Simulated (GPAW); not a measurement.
A calculation with GPAW 26.7.0 of MgB (ASE script, structure typed inline):

File run.py:

```python
from ase import Atoms
from ase.dft.bandgap import bandgap
from ase.io import write
from ase.units import Bohr, GPa
from gpaw import GPAW, PW
from gpaw.elf import elf_from_dft_calculation

atoms = Atoms(['Mg', 'B'],
              cell=[[2.89515, 0.0, 0.0],
                    [0.0, 2.89515, 0.0],
                    [0.0, 0.0, 2.89515]],
              scaled_positions=[[0.0, 0.0, 0.0],
                                [0.5, 0.5, 0.5]],
              pbc=True)

calc = GPAW(mode=PW(800),
            xc='PBE',
            kpts={'size': (9, 9, 9), 'gamma': True},
            occupations={'name': 'fermi-dirac', 'width': 0.05},
            nbands=15,
            convergence={'density': 1e-05, 'energy': 1e-05},
            maxiter=150,
            txt='gpaw.txt')
atoms.calc = calc
energy = atoms.get_potential_energy()
forces = atoms.get_forces()
stress = atoms.get_stress()
calc.write('gs.gpw')
write('result.traj', atoms)
print(f'Energy: {energy:.6f} eV')
print('Forces (eV/A):')
print(forces.round(4))
print('Stress (GPa):', (stress / GPa).round(3))
print('Fermi level:', round(calc.get_fermi_level(), 4), 'eV')
print(f'Gap: {bandgap(calc)[0]:.4f} eV, direct: {bandgap(calc, direct=True)[0]:.4f} eV')

# fields on the real-space grid
write('density.cube', atoms, data=calc.get_pseudo_density() * Bohr**3)
write('potential.cube', atoms, data=calc.get_electrostatic_potential())
write('elf.cube', atoms, data=elf_from_dft_calculation(calc).data)
```

Potentials or basis: GPAW PAW data sets (gpaw-data 1.2.1), pw.

Run with:

```console
$ OMP_NUM_THREADS=1 python run.py
```

The cell was built by a generator and needn't be a form met in nature.

Task: Write the same calculation in another form: cli, Cartesian positions.

Result: As run:

The input MgB.xyz:

```xyz
2
Lattice="2.8951500000 0.0000000000 0.0000000000 0.0000000000 2.8951500000 0.0000000000 0.0000000000 0.0000000000 2.8951500000" Properties=species:S:1:pos:R:3 pbc="T T T"
Mg     0.0000000000      0.0000000000      0.0000000000
B      1.4475750000      1.4475750000      1.4475750000
```

Potentials or basis: GPAW PAW data sets (gpaw-data 1.2.1), pw.

Run with:

```sh
$ OMP_NUM_THREADS=1 gpaw run MgB.xyz -p 'mode=PW(800),xc=PBE,kpts={size:(9,9,9),gamma:True},occupations={name:fermi-dirac,width:0.05},nbands=15,convergence={density:1e-05,energy:1e-05},maxiter=150,txt=gpaw.txt' --properties efs -w gs.gpw
```

Both were run:

|  | ASE script, structure typed inline | cli, Cartesian positions |
| --- | --- | --- |
| Pressure | -0.1 GPa | -0.1 GPa |
| Band gap on the k mesh | none (metal or under the smearing width) | none (metal or under the smearing width) |

Keys that steer only the numerical path or the files written may differ.
